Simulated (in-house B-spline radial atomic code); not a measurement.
# Rh³⁺: excited configurations

How much energy does it take to promote electrons of Rh³⁺ to other shells? Each configuration is solved by itself and compared with the reference.

The numbers are computed with in-house B-spline radial atomic code version 1 (non-relativistic TPSS, spin-polarised, spherical fractional occupations, point nucleus, basis-set limit), except any that are marked as measured or tabulated.

### Step 1. Starting point

* element: rhodium (Z = 45)
* charge: +3
* electrons: 42
* configuration: [Kr] 4d6
* Hamiltonian: non-relativistic
* nucleus: point

Outer shells as boxes (Hund's rule):

[Kr] 4d6
```
[Kr] core
4d [↑↓][↑ ][↑ ][↑ ][↑ ]
```

Where spins are not typed, each open shell is filled with up spins first.

### Step 2. Reference run

Input settings:

```ini
Z = 45
electrons = 42.0
configuration = [Kr] 4d6
hamiltonian = nr
method = tpss,tpss
spin_polarised = True
```

### Step 3. Run with [Ar] 3d9 4s2 4p6 4d7

Input settings:

```ini
Z = 45
electrons = 42.0
configuration = [Ar] 3d9 4s2 4p6 4d7
hamiltonian = nr
method = tpss,tpss
spin_polarised = True
```

### Step 4. [Ar] 3d9 4s2 4p6 4d6 5p1

Input settings:

```ini
Z = 45
electrons = 42.0
configuration = [Ar] 3d9 4s2 4p6 4d6 5p1
hamiltonian = nr
method = tpss,tpss
spin_polarised = True
```

### Step 5. Run with [Ar] 3d9 4s2 4p6 4d6 5s1

Input settings:

```ini
Z = 45
electrons = 42.0
configuration = [Ar] 3d9 4s2 4p6 4d6 5s1
hamiltonian = nr
method = tpss,tpss
spin_polarised = True
```

### Step 6. [Ar] 3d9 4s2 4p6 4d6 5d1

Input settings:

```ini
Z = 45
electrons = 42.0
configuration = [Ar] 3d9 4s2 4p6 4d6 5d1
hamiltonian = nr
method = tpss,tpss
spin_polarised = True
```

### Step 7. [Ar] 3d10 4s2 4p5 4d6 5f1

Input settings:

```ini
Z = 45
electrons = 42.0
configuration = [Ar] 3d10 4s2 4p5 4d6 5f1
hamiltonian = nr
method = tpss,tpss
spin_polarised = True
```

Before running: How far above the reference does each configuration lie (order and size, in eV)?

**Answer**, as computed:

| net move | configuration | 2|M_S|+1 | energy above the reference (eV) | largest <r> (bohr) |
| --- | --- | --- | --- | --- |
| 4p → 5f | [Ar] 3d10 4s2 4p5 4d6 5f1 | 7 | 80.528 | 6.13 |
| 3d → 4d | [Ar] 3d9 4s2 4p6 4d7 | 5 | 312.86 | 1.31 |
| 3d → 5s | [Ar] 3d9 4s2 4p6 4d6 5s1 | 7 | 324.80 | 2.40 |
| 3d → 5p | [Ar] 3d9 4s2 4p6 4d6 5p1 | 7 | 331.82 | 2.72 |
| 3d → 5d | [Ar] 3d9 4s2 4p6 4d6 5d1 | 7 | 341.52 | 3.66 |

What this shows: At the bottom stands 4p → 5f (80.528 eV), at the top 3d → 5d (341.52 eV). 5 of them lie more than 60 % above minus the reference's highest level (37.849 eV), in the range where a state can decay by emitting an electron. The reference has 2|M_S|+1 = 5; 4 of the configurations differ from it in spin. These are spherical averages at the typed spins, not spectroscopic levels.
